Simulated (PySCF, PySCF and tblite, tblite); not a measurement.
**C₃H₆AsB: a path driven as pyramidal inversion, and NMR exchange**

How fast is pyramidal inversion in C₃H₆AsB (`[AsH2]BC1C=C1`), and when do the exchanging lines merge?

Programs: PySCF 2.14.0 with density-fitted response routines of our own, and tblite 0.8.0. All values are computed, except where a source is named. Atoms count from 0 throughout.

## 1. The molecule as given

11 atoms, charge 0, multiplicity 1; geometry from: force field or distance geometry start.

Bonds of the start (Å): As0–B1 2.04, As0–H5 1.56, As0–H6 1.55, B1–C2 1.57, B1–H7 1.20, C2–C3 1.40, C2–C4 1.41, C2–H8 1.11, C3–C4 1.43, C3–H9 1.10, C4–H10 1.09.

## 2. GFN2-xTB relaxation, start minimum

What the job is given:

```
{"job": {"xc": "GFN2-xTB", "basis": "xTB", "kind": "relax"}, "charge": 0, "multiplicity": 1}
As     2.173500     0.099700    -1.033100
B      0.633000    -0.136200     0.287000
C     -0.795400    -0.552600    -0.221300
C     -1.846600    -0.117900     0.600600
C     -1.565200     0.546900    -0.638300
H      2.628400     1.419800    -0.336000
H      3.120400    -0.794600    -0.185900
H      0.864200    -0.065200     1.460400
H     -0.984100    -1.491600    -0.783900
H     -2.436300    -0.227800     1.520200
H     -1.786600     1.322200    -1.373100
```

Run with:

```console
$ OMP_NUM_THREADS=1 python ens_run.py task.json out
```

This one command runs the whole study; its stages follow in the order run.

Log:

```text
step      E/eV     max force
  0    -350.83659    7.137
  1    -351.78108    1.582
  2    -351.86873    2.392
  3    -351.94941    0.564
  4    -351.96962    0.458
  5    -352.01251    0.668
  6    -352.02600    0.485
  7    -352.03868    0.312
  8    -352.04392    0.275
  9    -352.05103    0.255
 10    -352.05722    0.222
 11    -352.06248    0.206
 12    -352.06580    0.155
 13    -352.06829    0.147
 14    -352.07130    0.183
 15    -352.07622    0.274
 16    -352.08262    0.317
 17    -352.08783    0.244
 18    -352.09108    0.157
 19    -352.09370    0.159
 20    -352.09678    0.244
 21    -352.10236    0.367
 22    -352.11103    0.417
 23    -352.12106    0.310
 24    -352.12851    0.186
 25    -352.13413    0.206
 26    -352.14195    0.272
 27    -352.15176    0.386
 28    -352.16253    0.542
 29    -352.17417    0.393
 30    -352.18649    0.338
 31    -352.19125    0.310
 32    -352.19864    0.227
 33    -352.20265    0.205
 34    -352.20595    0.160
 35    -352.20918    0.201
 36    -352.21304    0.241
 37    -352.21800    0.265
 38    -352.22404    0.238
 39    -352.23188    0.275
 40    -352.23973    0.206
 41    -352.24860    0.216
 42    -352.25451    0.253
 43    -352.25988    0.192
 44    -352.26302    0.180
 45    -352.26574    0.145
 46    -352.26864    0.243
 47    -352.27286    0.185
 48    -352.27656    0.158
 49    -352.27817    0.120
 50    -352.27940    0.101
 51    -352.28035    0.101
 52    -352.28136    0.098
 53    -352.28229    0.088
 54    -352.28310    0.087
 55    -352.28388    0.094
 56    -352.28487    0.106
 57    -352.28620    0.100
 58    -352.28754    0.093
 59    -352.28860    0.091
 60    -352.28942    0.073
 61    -352.29003    0.064
 62    -352.29045    0.045
 63    -352.29073    0.046
 64    -352.29102    0.046
 65    -352.29148    0.056
 66    -352.29214    0.071
 67    -352.29282    0.069
 68    -352.29333    0.083
 69    -352.29367    0.071
 70    -352.29397    0.049
 71    -352.29429    0.044
 72    -352.29452    0.036
 73    -352.29461    0.027
 74    -352.29468    0.024
 75    -352.29476    0.028
 76    -352.29498    0.046
 77    -352.29532    0.058
 78    -352.29580    0.056
 79    -352.29631    0.061
 80    -352.29683    0.069
 81    -352.29760    0.083
 82    -352.29912    0.146
 83    -352.30007    0.320
 84    -352.30511    0.346
 85    -352.31206    0.263
 86    -352.32395    0.236
 87    -352.31575    0.451
 88    -352.32753    0.372
 89    -352.33327    0.261
 90    -352.33694    0.143
 91    -352.34595    0.164
 92    -352.35356    0.233
 93    -352.35673    0.214
 94    -352.36238    0.193
 95    -352.36685    0.188
 96    -352.37106    0.130
 97    -352.37401    0.147
 98    -352.37585    0.152
 99    -352.37789    0.090
100    -352.37916    0.089
101    -352.38018    0.097
102    -352.38150    0.112
103    -352.38283    0.091
104    -352.38415    0.090
105    -352.38518    0.115
106    -352.38575    0.162
107    -352.38637    0.074
108    -352.38661    0.030
109    -352.38681    0.027
110    -352.38700    0.038
111    -352.38713    0.046
112    -352.38735    0.055
113    -352.38764    0.060
114    -352.38807    0.069
115    -352.38869    0.078
116    -352.38954    0.093
117    -352.39048    0.099
118    -352.39122    0.078
119    -352.39165    0.057
120    -352.39188    0.040
121    -352.39203    0.031
122    -352.39214    0.020
123    -352.39220    0.012
124    -352.39222    0.008
125    -352.39222    0.004
126    -352.39223    0.004
127    -352.39223    0.002
```

Wall time 0.54 s (1 thread of Arm Neoverse V1, shared host).

Relaxing gained 1.556 eV and moved the atoms by 1.08 Å on average (rms).

## 3. Relaxed scan, inversion

What the job is given:

```
{"job": {"xc": "GFN2-xTB", "basis": "xTB", "coordinate": [["t", [6, 1, 5, 0], 0.3333333333333333], ["t", [1, 5, 6, 0], 0.3333333333333333], ["t", [5, 6, 1, 0], 0.3333333333333333]], "kind": "drive"}, "charge": 0, "multiplicity": 1}
As     2.464995    -0.782743    -0.162923
B      0.710914    -0.087318     0.505243
C     -0.559808    -0.178611    -0.348582
C     -1.941953    -0.362723     0.300747
C     -1.717964     0.813551    -0.162869
H      2.243417    -0.364756    -1.589957
H      3.196801     0.498859     0.113566
H      0.618563     0.336447     1.599233
H     -0.479387    -0.590458    -1.361899
H     -2.541032    -1.096612     0.777189
H     -1.989120     1.817035    -0.373339
```

Log:

```text
point  coordinate     E/eV
  0     42.700     -352.24409
  1     29.800     -351.89124
  2     15.200     -351.56902
  3     -0.000     -351.44684
  4    -15.200     -351.56962
  5    -29.900     -351.89263
  6    -42.600     -352.24215
  7    -52.600     -352.39150
```

It took 1.2 s on 1 thread of Arm Neoverse V1, shared host.

The highest point is number 3, 18.4 kcal/mol above the first.

## 4. Nudged elastic band, leg 1

Changed since step 3:

```diff
@@ -1,2 +1,2 @@
-{"job": {"xc": "GFN2-xTB", "basis": "xTB", "coordinate": [["t", [6, 1, 5, 0], 0.3333333333333333], ["t", [1, 5, 6, 0], 0.3333333333333333], ["t", [5, 6, 1, 0], 0.3333333333333333]], "kind": "drive"}, "charge": 0, "multiplicity": 1}
+{"job": {"xc": "GFN2-xTB", "basis": "xTB", "kind": "neb"}, "charge": 0, "multiplicity": 1}
 As     2.464995    -0.782743    -0.162923
```

Log:

```text
image   E - E0 / eV
  0       0.0000
  1       0.0274
  2       0.3997
  3       0.9451
  4       0.2497
  5       0.0152
  6       0.0000
```

Run time: 1.2 s. Hardware: 1 thread of Arm Neoverse V1, shared host; peak memory 0.19 GiB.

The highest point is number 3, 21.8 kcal/mol above the first.

## 5. Saddle search, leg 1

What the job is given:

```
{"job": {"xc": "GFN2-xTB", "basis": "xTB", "kind": "saddle"}, "charge": 0, "multiplicity": 1}
As     2.302044    -0.206133    -0.230478
B      0.654039     0.141193     0.553151
C     -0.644519    -0.073357    -0.285156
C     -1.975080    -0.438983     0.359338
C     -1.893234     0.773580    -0.076400
H      2.572727    -0.670331    -1.600869
H      3.661856    -0.097076     0.318469
H      0.635903     0.507321     1.670473
H     -0.508764    -0.448798    -1.309147
H     -2.501878    -1.227079     0.837203
H     -2.303094     1.739662    -0.236584
```

Log:

```text
step      E/eV     max force
  0    -351.44713   0.0344
  1    -351.44743   0.0066
  2    -351.44743   0.0000
lowest wavenumbers (cm-1): -608.7 73.3 139.1 241.7 293.2 357.4
```

Wall time 1.1 s (1 thread of Arm Neoverse V1, shared host); peak memory 0.19 GiB.

Point group Cs; 1 imaginary mode, 609i cm⁻¹, carried by H6, H5, B1. Steps downhill from it reached both ends.

## 6. DFT refinement, start: B3LYP-D3(BJ)/def2-SVP

What the job is given:

```
{"job": {"xc": "B3LYP", "basis": "def2-SVP", "kind": "refine"}, "charge": 0, "multiplicity": 1}
As     2.464995    -0.782743    -0.162923
B      0.710914    -0.087318     0.505243
C     -0.559808    -0.178611    -0.348582
C     -1.941953    -0.362723     0.300747
C     -1.717964     0.813551    -0.162869
H      2.243417    -0.364756    -1.589957
H      3.196801     0.498859     0.113566
H      0.618563     0.336447     1.599233
H     -0.479387    -0.590458    -1.361899
H     -2.541032    -1.096612     0.777189
H     -1.989120     1.817035    -0.373339
```

Log:

```text
step      E/eV     max force
  0    -64714.61777   0.9830
  1    -64714.68991   0.4174
  2    -64714.70583   0.1985
  3    -64714.70633   0.2615
  4    -64714.70892   0.0241
  5    -64714.70898   0.0156
  6    -64714.70899   0.0066
```

Wall time 55 s (1 thread of Arm Neoverse V1, shared host); peak memory 0.56 GiB.

Relaxing gained 0.091 eV and moved the atoms by 0.09 Å on average (rms).

DFT refinement, saddle of leg 1: B3LYP-D3(BJ)/def2-SVP:

What the job is given:

```
{"job": {"xc": "B3LYP", "basis": "def2-SVP", "kind": "refine"}, "charge": 0, "multiplicity": 1}
As     2.299860    -0.212690    -0.225898
B      0.655699     0.154259     0.556304
C     -0.641154    -0.061577    -0.285096
C     -1.969994    -0.446681     0.352066
C     -1.898569     0.770818    -0.070297
H      2.558861    -0.700665    -1.590826
H      3.664225    -0.105597     0.313123
H      0.639069     0.539688     1.665923
H     -0.499972    -0.426474    -1.313162
H     -2.491480    -1.246432     0.816148
H     -2.316544     1.735350    -0.218286
```

Log:

```text
step      E/eV     max force
  0    -64714.02504   1.1822
  1    -64714.12742   0.5133
  2    -64714.13926   0.1204
  3    -64714.14036   0.0419
  4    -64714.14041   0.0356
  5    -64714.14043   0.0102
```

Wall time 45 s (1 thread of Arm Neoverse V1, shared host); peak memory 0.56 GiB.

The energy fell by 0.115 eV, and the atoms moved 0.08 Å (root mean square).

## 7. Shieldings, start: B3LYP/pcSseg-1 in water

What the job is given:

```
{"job": {"kind": "nmr", "xc": "B3LYP", "basis": "pcSseg-1", "solvent": "water", "pop": false}, "charge": 0, "multiplicity": 1}
As     2.473013    -0.773645    -0.184824
B      0.691304    -0.044556     0.444338
C     -0.598291    -0.181903    -0.383812
C     -1.962277    -0.370082     0.325625
C     -1.768216     0.805252    -0.151452
H      2.366005    -0.356408    -1.648666
H      3.328272     0.412615     0.244420
H      0.638319     0.402092     1.566264
H     -0.529907    -0.601704    -1.401287
H     -2.559680    -1.116071     0.840343
H     -2.073117     1.827081    -0.354542
```

Log:

```text
coarse grid: 42888 points
cycle   1  E = -2378.3052815042  dE = -3.532e-01  |g| = 7.660e-01  |ddm| = 3.000e+00
cycle   2  E = -2378.3012086667  dE =  4.073e-03  |g| = 6.147e-01  |ddm| = 7.419e-01
cycle   3  E = -2378.3443744425  dE = -4.317e-02  |g| = 1.318e-01  |ddm| = 5.279e-01
cycle   4  E = -2378.3480340942  dE = -3.660e-03  |g| = 2.985e-02  |ddm| = 1.530e-01
cycle   5  E = -2378.3482417234  dE = -2.076e-04  |g| = 6.821e-03  |ddm| = 2.671e-02
cycle   6  E = -2378.3482525439  dE = -1.082e-05  |g| = 1.084e-03  |ddm| = 9.267e-03
cycle   7  E = -2378.3482528491  dE = -3.052e-07  |g| = 5.141e-04  |ddm| = 1.894e-03
final grid: 90144 points
cycle   8  E = -2378.3482135093  dE =  1.067e-07  |g| = 8.687e-04  |ddm| = 1.550e-03
cycle   9  E = -2378.3482130968  dE =  4.125e-07  |g| = 1.546e-03  |ddm| = 1.717e-03
cycle  10  E = -2378.3482137070  dE = -6.101e-07  |g| = 1.110e-04  |ddm| = 1.063e-03
cycle  11  E = -2378.3482137108  dE = -3.837e-09  |g| = 9.721e-06  |ddm| = 1.092e-04
cycle  12  E = -2378.3482137108  dE = -2.819e-11  |g| = 2.236e-06  |ddm| = 1.016e-05
converged SCF energy = -2378.3482137108

GIAO shielding tensors (ppm)
atom      isotropic    diamagn.    paramagn.     s11        s22        s33       span
  0 As    1706.331    2877.387   -1171.056   1582.535   1658.769   1877.688    295.153
  1 B       -4.446     189.639    -194.085   -105.402    -16.478    108.541    213.944
  2 C      151.488     244.534     -93.047     78.729    139.690    236.043    157.314
  3 C       59.079     255.467    -196.389    -78.804     98.162    157.878    236.682
  4 C       60.776     254.661    -193.885    -78.095    102.391    158.032    236.128
  5 H       28.153      29.435      -1.282     21.512     24.341     38.607     17.095
  6 H       28.279      28.648      -0.369     21.858     23.471     39.507     17.649
  7 H       23.409      29.641      -6.232     15.645     26.719     27.861     12.216
  8 H       29.292      30.672      -1.380     22.899     29.907     35.071     12.172
  9 H       23.742      30.673      -6.931     21.336     23.825     26.067      4.731
 10 H       23.780      30.661      -6.881     21.351     23.815     26.174      4.823
```

It took 12 s on 1 thread of Arm Neoverse V1, shared host; peak memory 0.82 GiB.

This run: HOMO -6.73 eV, LUMO -1.56 eV; dipole 2.58 D.

## 8. Shieldings, saddle of leg 1: B3LYP/pcSseg-1 in water

What the job is given:

```
{"job": {"kind": "nmr", "xc": "B3LYP", "basis": "pcSseg-1", "solvent": "water", "pop": false}, "charge": 0, "multiplicity": 1}
As     2.359313    -0.227457    -0.257061
B      0.633228     0.129752     0.478066
C     -0.667973    -0.078113    -0.341198
C     -1.978492    -0.436447     0.378101
C     -1.908410     0.779449    -0.042703
H      2.651269    -0.724431    -1.635784
H      3.654904    -0.054976     0.461346
H      0.653001     0.524275     1.616289
H     -0.571766    -0.442583    -1.378257
H     -2.499471    -1.244775     0.883241
H     -2.325602     1.775304    -0.162039
```

Log:

```text
coarse grid: 42888 points
cycle   1  E = -2378.2731618778  dE = -2.203e-01  |g| = 8.069e-01  |ddm| = 3.067e+00
cycle   2  E = -2378.2468416735  dE =  2.632e-02  |g| = 7.350e-01  |ddm| = 9.214e-01
cycle   3  E = -2378.3227207430  dE = -7.588e-02  |g| = 1.562e-01  |ddm| = 7.111e-01
cycle   4  E = -2378.3287272984  dE = -6.007e-03  |g| = 3.559e-02  |ddm| = 1.894e-01
cycle   5  E = -2378.3290599189  dE = -3.326e-04  |g| = 8.553e-03  |ddm| = 3.716e-02
cycle   6  E = -2378.3290784208  dE = -1.850e-05  |g| = 1.379e-03  |ddm| = 1.155e-02
cycle   7  E = -2378.3290791180  dE = -6.972e-07  |g| = 2.133e-04  |ddm| = 2.324e-03
final grid: 90144 points
cycle   8  E = -2378.3290639481  dE = -1.507e-08  |g| = 2.418e-04  |ddm| = 1.325e-03
cycle   9  E = -2378.3290639407  dE =  7.370e-09  |g| = 3.265e-04  |ddm| = 4.984e-04
cycle  10  E = -2378.3290639600  dE = -1.934e-08  |g| = 2.690e-05  |ddm| = 2.727e-04
cycle  11  E = -2378.3290639603  dE = -2.065e-10  |g| = 1.134e-05  |ddm| = 3.186e-05
converged SCF energy = -2378.3290639603

GIAO shielding tensors (ppm)
atom      isotropic    diamagn.    paramagn.     s11        s22        s33       span
  0 As    1567.396    2880.455   -1313.058   1332.483   1521.941   1847.766    515.283
  1 B       38.018     192.216    -154.198    -30.357     32.183    112.228    142.585
  2 C      163.363     243.074     -79.710     99.879    146.970    243.242    143.363
  3 C       58.477     255.462    -196.985    -83.590     94.316    164.705    248.294
  4 C       58.457     255.466    -197.009    -83.621     94.276    164.717    248.338
  5 H       26.241      29.130      -2.890     19.909     20.853     37.960     18.050
  6 H       26.501      28.295      -1.794     19.916     20.801     38.786     18.871
  7 H       25.502      29.502      -4.000     21.521     26.397     28.589      7.068
  8 H       29.908      30.645      -0.737     22.787     30.136     36.802     14.015
  9 H       23.795      30.779      -6.984     21.204     24.270     25.913      4.709
 10 H       23.793      30.778      -6.984     21.199     24.270     25.911      4.712
```

Wall time 12 s (1 thread of Arm Neoverse V1, shared host); peak memory 0.71 GiB.

Key values: HOMO -5.98 eV, LUMO -1.01 eV; dipole 0.67 D.

## 9. Barriers, rates and exchange

What the job is given:

```
{"job": {"smiles": "[AsH2]BC1C=C1", "charge": 0, "mult": 1, "motion": "inversion", "what": "arsenic", "atoms": [0], "drives": [{"terms": [["t", [6, 1, 5, 0], 0.3333333333333333], ["t", [1, 5, 6, 0], 0.3333333333333333], ["t", [5, 6, 1, 0], 0.3333333333333333]], "neg": true, "n": 8}], "study": "path", "level": {"kind": "nmr", "xc": "B3LYP", "basis": "pcSseg-1", "solvent": "water"}, "fields": [60, 80, 300], "first": 5, "seed": 795, "refine": {"xc": "B3LYP", "basis": "def2-SVP"}, "kind": "path"}, "charge": 0, "multiplicity": 1}
As     2.464995    -0.782743    -0.162923
B      0.710914    -0.087318     0.505243
C     -0.559808    -0.178611    -0.348582
C     -1.941953    -0.362723     0.300747
C     -1.717964     0.813551    -0.162869
H      2.243417    -0.364756    -1.589957
H      3.196801     0.498859     0.113566
H      0.618563     0.336447     1.599233
H     -0.479387    -0.590458    -1.361899
H     -2.541032    -1.096612     0.777189
H     -1.989120     1.817035    -0.373339
```

Log:

```text
stationary points (kcal/mol above the start)
  n  kind          group   xTB      DFT    lowest mode
  0  minimum      C1       0.00     0.00      76.9
  1  saddle       Cs      21.79    12.08    -608.7
  2  minimum      C1       0.00     0.00      76.8

GFN2-xTB energies: T/K, barrier G, reaction G (kcal/mol), k forward, k back (1/s)
 150.00    21.56     0.00   1.22e-19   1.22e-19
 200.00    21.62     0.00   9.82e-12   9.85e-12
 250.00    21.70     0.00    5.6e-07   5.62e-07
 298.15    21.78     0.00   0.000672   0.000674
 350.00    21.88     0.00      0.159      0.159
 400.00    21.98     0.00       8.11       8.13
 500.00    22.22     0.00   2.02e+03   2.02e+03

B3LYP-D3(BJ)/def2-SVP energies: T/K, barrier G, reaction G (kcal/mol), k forward, k back (1/s)
 150.00    12.88     0.00   5.33e-07   5.34e-07
 200.00    12.95     0.00     0.0297     0.0298
 250.00    13.02     0.00       21.5       21.6
 298.15    13.10     0.00   1.54e+03   1.54e+03
 350.00    13.20     0.00   4.15e+04   4.16e+04
 400.00    13.31     0.00   4.46e+05   4.47e+05
 500.00    13.54     0.00   1.25e+07   1.25e+07

B3LYP/pcSseg-1 + D3(BJ), IEF-PCM water energies: T/K, barrier G, reaction G (kcal/mol), k forward, k back (1/s)
 150.00    11.85     0.00   1.72e-05   1.72e-05
 200.00    11.91     0.00      0.402      0.403
 250.00    11.99     0.00        173        173
 298.15    12.07     0.00   8.84e+03   8.85e+03
 350.00    12.17     0.00   1.84e+05   1.84e+05
 400.00    12.27     0.00   1.64e+06   1.64e+06
 500.00    12.51     0.00   3.55e+07   3.55e+07
```

Wall time 2.2 min (1 thread of Arm Neoverse V1, shared host); peak memory 0.82 GiB. This counts the whole study up to here.

Barriers by level (kcal/mol; entropies in cal/(mol K)). Zero-point and thermal terms come from xTB in every row. ΔG‡ leaves symmetry out; the rate counts one path; effective ΔG‡, where given, is the barrier that would give that rate by Eyring's equation alone:

```tsv
level	ΔE‡	with zero-point	ΔH‡	ΔS‡	ΔG‡ (298 K)	ΔE of reaction	k at 298 K (1/s)	effective ΔG‡
GFN2-xTB	21.79	21.46	21.20	-2.0	21.78	0.00	0.00067	21.78
B3LYP-D3(BJ)/def2-SVP	13.11	12.78	12.52	-2.0	13.10	0.00	1.5e+03	13.10
B3LYP/pcSseg-1 + D3(BJ), IEF-PCM water	12.08	11.75	11.49	-2.0	12.07	0.00	8.8e+03	12.07
```

Sites that the driver pairs across this motion, and where their lines would merge (no couplings; faster rotations or exchange between molecules can average them sooner):

```tsv
nucleus	sites: shielding (ppm)	proton frequency (MHz)	spread (Hz)	coalescence (K)	lines at 298 K
13C	C3: 59.1; C4: 60.8	60	26	239	1
13C	C3: 59.1; C4: 60.8	80	34	242	1
13C	C3: 59.1; C4: 60.8	300	128	255	1
1H	H9: 23.74; H10: 23.78	60	2	216	1
1H	H9: 23.74; H10: 23.78	80	3	219	1
1H	H9: 23.74; H10: 23.78	300	11	231	1
```

## 10. Outcome

| quantity | value |
| --- | --- |
| barrier (B3LYP/pcSseg-1 + D3(BJ), IEF-PCM water) | ΔE‡ 12.1, ΔG‡(298 K) 12.1 kcal/mol |
| barrier (GFN2-xTB) | ΔE‡ 21.8 kcal/mol |
| rate at 298 K | 8.8e+03 s⁻¹ |
| end of the path | the start, renumbered or mirrored |
| coalescence of 13C C3 | 255 K at 300 MHz |

**Reading.** The barrier is 12.1 kcal/mol at the DFT level (xTB: 21.8); with thermal terms and the count of paths the DFT value gives a rate of 8.8e+03 s⁻¹ at 298 K. An error of 1.4 kcal/mol changes that rate tenfold. The 13C lines of C3 and its partners, 128 Hz apart at 300 MHz, merge at 255 K, so by this path alone the exchange at 298 K is fast for them; other paths were not followed.
